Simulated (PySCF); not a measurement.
# CdBr⁻ at other levels of theory

Starting from one script, swap the method and compare what comes out for CdBr⁻.

Method: each script names its method and basis; program: PySCF 2.14.0.

4 further runs of the same task are left out: 1 for a known fault of the program, 3 that didn't finish.

### Step 1. The starting structure

CdBr⁻: 2 atoms, charge -1, spin multiplicity 1.

Bond lengths: Cd1–Br2 2.797 Å.

### Step 2. The base run

Contents of input.py:

```python
from pyscf import gto, dft

mol = gto.M(
    atom='Cd 0 0 0; Br 0 0 2.797',
    basis='sbkjc',
    ecp={'Cd': 'sbkjc', 'Br': 'sbkjc'},
    charge=-1,
    spin=0,
    verbose=4,
)
mf = dft.RKS(mol, xc='hcth407')
mf.kernel()
mf.mulliken_pop()
mf.dip_moment()
print('orbital energies (hartree):', mf.mo_energy[..., max(0, mol.nelec[1]-3):mol.nelec[0]+3].round(4))
```

Started as:

```
OMP_NUM_THREADS=1 python input.py
```

The log of this run is left out.

In short: E(SCF) = -180.964515 Eh, 12 cycles.

The bond length is a typed value, not an optimised one. The dipole of an ion depends on the origin.

### Step 3. Gradient

Variant 1 changes step after the SCF: analyze → gradient.

Contents of input.py:

```python
from pyscf import gto, dft

mol = gto.M(
    atom='Cd 0 0 0; Br 0 0 2.797',
    basis='sbkjc',
    ecp={'Cd': 'sbkjc', 'Br': 'sbkjc'},
    charge=-1,
    spin=0,
    verbose=4,
)
mf = dft.RKS(mol, xc='hcth407')
mf.kernel()
g = mf.nuc_grad_method()
g.grid_response = True
g.kernel()
mf.dip_moment()
print('orbital energies (hartree):', mf.mo_energy[..., max(0, mol.nelec[1]-3):mol.nelec[0]+3].round(4))
```

Started as:

```
OMP_NUM_THREADS=1 python input.py
```

### Step 4. O3lyp

Variant 2 changes functional: hcth407 → o3lyp.

input.py: that of step 2 with these lines changed.

```diff
@@ -10,3 +10,3 @@
 )
-mf = dft.RKS(mol, xc='hcth407')
+mf = dft.RKS(mol, xc='o3lyp')
 mf.kernel()
```

### Step 5. Pbe

Variant 3 changes functional: hcth407 → pbe.

input.py: that of step 2 with these lines changed.

```diff
@@ -10,3 +10,3 @@
 )
-mf = dft.RKS(mol, xc='hcth407')
+mf = dft.RKS(mol, xc='pbe')
 mf.kernel()
```

### Step 6. MP2 (RHF)

Variant 4 changes step after the SCF: analyze → mp2; SCF type: RKS → RHF; functional: hcth407 → none (Hartree–Fock).

input.py: that of step 2 with these lines changed.

```diff
@@ -1,2 +1,2 @@
-from pyscf import gto, dft
+from pyscf import gto, scf, mp
 
@@ -10,5 +10,5 @@
 )
-mf = dft.RKS(mol, xc='hcth407')
+mf = scf.RHF(mol)
 mf.kernel()
-mf.mulliken_pop()
+mp.MP2(mf).kernel()
 mf.dip_moment()
```

Q: Predict the outcome of this session. Wanted: for each run, E(SCF); from base; gap; after the SCF.

**Answer**, as computed:

| run | E(SCF) (hartree) | from base (eV) | cycles | gap (eV) | after the SCF |
| --- | --- | --- | --- | --- | --- |
| base | -180.964515 | 0 | 12 | 3.12 | n/a |
| gradient | -180.964515 | 0.0000 | 12 | 3.12 | n/a |
| o3lyp | -180.561769 | not comparable | 12 | 3.78 | n/a |
| pbe | -180.354074 | not comparable | 12 | 3.14 | n/a |
| MP2 (RHF) | -179.237664 | not comparable | 13 | 7.95 | MP2 correlation -6.238 eV |

**Reading.** The highest filled level of this anion is positive: the basis lacks diffuse functions or the electron is not bound, so these numbers hang on the basis. The gap between the frontier levels is 3.1 eV with hcth407 (0 % exact exchange) and 3.8 eV with o3lyp (12 %). Total energies of different functionals can't be compared with each other; differences within one functional can.
